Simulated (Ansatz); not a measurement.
# C2H6NNa: a rigid scan of the bond length C1–H6

The task here is to estimate one member of a computed series from the others.

The runs use Ansatz 0.2.0, Gaussian basis; single points in def2-TZVPP.

Levels: PBE-D4, r2SCAN-D4, PBE0-D4, B3LYP-D4, wB97M-V, Hartree-Fock, MP2, CCSD, CCSD(T). The scan takes 0.967, 1.005, 1.061, 1.127, 1.199, 1.277, 1.360, 1.448, 1.539 Å.

Cores are frozen in the correlated methods. The outer core shell of Li, Na, Mg and K is correlated. B3LYP uses VWN-RPA correlation.

19 further runs of the same task are left out: 19 set aside as unsound or not needed.

### The system as given

The minimum, relaxed at PBE0-D4: 10 atoms, charge 0, spin multiplicity 1.

Atoms are counted from 1 here; the program's logs count them from 0.

Bond lengths: C1–N2 1.428 Å, C1–H5 1.113 Å, C1–H6 1.099 Å, C1–H7 1.113 Å, N2–C3 1.428 Å, N2–Na4 2.097 Å, C3–H8 1.099 Å, C3–H9 1.113 Å, C3–H10 1.113 Å. Angles: N2–C1–H5 113.4°, N2–C1–H6 111.7°, N2–C1–H7 113.5°, H5–C1–H6 106.3°, H5–C1–H7 105.0°, H6–C1–H7 106.3°, C1–N2–C3 109.1°, C1–N2–Na4 125.5°, C3–N2–Na4 125.5°, N2–C3–H8 111.7°, N2–C3–H9 113.4°, N2–C3–H10 113.5°, H8–C3–H9 106.3°, H8–C3–H10 106.3°, H9–C3–H10 105.0°.

Geometry (Å):

```xyz
10
C2H6NNa
C    -0.4470    1.0857   -0.0834
N    -0.3348   -0.3033   -0.3972
C     0.7184   -0.8741    0.3807
Na   -1.5228   -1.3377   -1.7812
H    -0.6721    1.2806    0.9886
H    -1.2480    1.5694   -0.6599
H     0.4807    1.6631   -0.2922
H     0.8426   -1.9461    0.1727
H     0.5565   -0.7854    1.4778
H     1.7096   -0.4033    0.1972
```

Energies of the minimum (eV), from earlier single points: PBE-D4 -8070.71998, r2SCAN-D4 -8075.56984, PBE0-D4 -8071.48872, B3LYP-D4 -8079.47926, wB97M-V -8076.21814, CCSD(T) -8064.04245.

At the minimum the bond length C1–H6 is 1.099 Å.

The first run:

ccsdt-tzvpp/in.yaml

```yaml
crystal:
  periodic: [false, false, false]
  atoms:
    - {symbol: C, position_ang: [-0.447014, 1.085677, -0.083395]}
    - {symbol: N, position_ang: [-0.334822, -0.303283, -0.397183]}
    - {symbol: C, position_ang: [0.718413, -0.874109, 0.380704]}
    - {symbol: Na, position_ang: [-1.522840, -1.337698, -1.781228]}
    - {symbol: H, position_ang: [-0.672059, 1.280569, 0.988583]}
    - {symbol: H, position_ang: [-1.151784, 1.511282, -0.590592]}
    - {symbol: H, position_ang: [0.480734, 1.663141, -0.292202]}
    - {symbol: H, position_ang: [0.842571, -1.946123, 0.172667]}
    - {symbol: H, position_ang: [0.556528, -0.785435, 1.477833]}
    - {symbol: H, position_ang: [1.709610, -0.403339, 0.197171]}
basis:
  gaussian: {orbitals: def2-TZVPP}
correlation: {method: ccsd_t}
```

The command line of these runs was not kept.

Among the steps run: C1–H6 = 0.967 Å; C1–H6 = 1.005 Å; C1–H6 = 1.061 Å; C1–H6 = 1.127 Å; C1–H6 = 1.199 Å; C1–H6 = 1.277 Å; C1–H6 = 1.360 Å; C1–H6 = 1.448 Å; C1–H6 = 1.539 Å.

One table of the session follows, with a row left open; its other results are not shown here.

Energies less that of the minimum at the same level (eV):

```
bond length (Å)  PBE-D4  PBE0-D4  B3LYP-D4  wB97M-V  Hartree-Fock
          0.967   0.379    0.353     0.342    0.341         0.324
          1.005   0.184    0.164     0.158    0.157         0.143
          1.061   0.032    0.023     0.022    0.021         0.014
1.099 (minimum)   0.000    0.000     0.000    0.000         0.000
          1.127   0.006    0.012     0.013    0.014         0.019
          1.199   0.106    0.130     0.130    0.135         0.157
          1.277   0.312    0.357     0.352    0.364         0.407
          1.360       ?        ?         ?        ?             ?
          1.448   0.918    1.016     0.983    1.038         1.132
          1.539   1.274    1.401     1.351    1.430         1.550
```

**Question.** Estimate the row for bond length (Å) = 1.360.

Worked estimate for «PBE-D4». A straight line through the neighbours (1.277, 0.312) and (1.448, 0.918) gives 0.312 + (0.918 − 0.312) × (1.360 − 1.277) / (1.448 − 1.277) = 0.606; a parabola fitted to 4 rows on both sides gives 0.589.

**Answer.** PBE-D4: 0.593; PBE0-D4: 0.663; B3LYP-D4: 0.649; wB97M-V: 0.673; Hartree-Fock: 0.740. In «PBE-D4» the line misses by +0.013 and the parabola by -0.004.

Caveats from the session: A polynomial through the near points puts the CCSD(T) minimum 0.001 Å below the PBE0-D4 value.
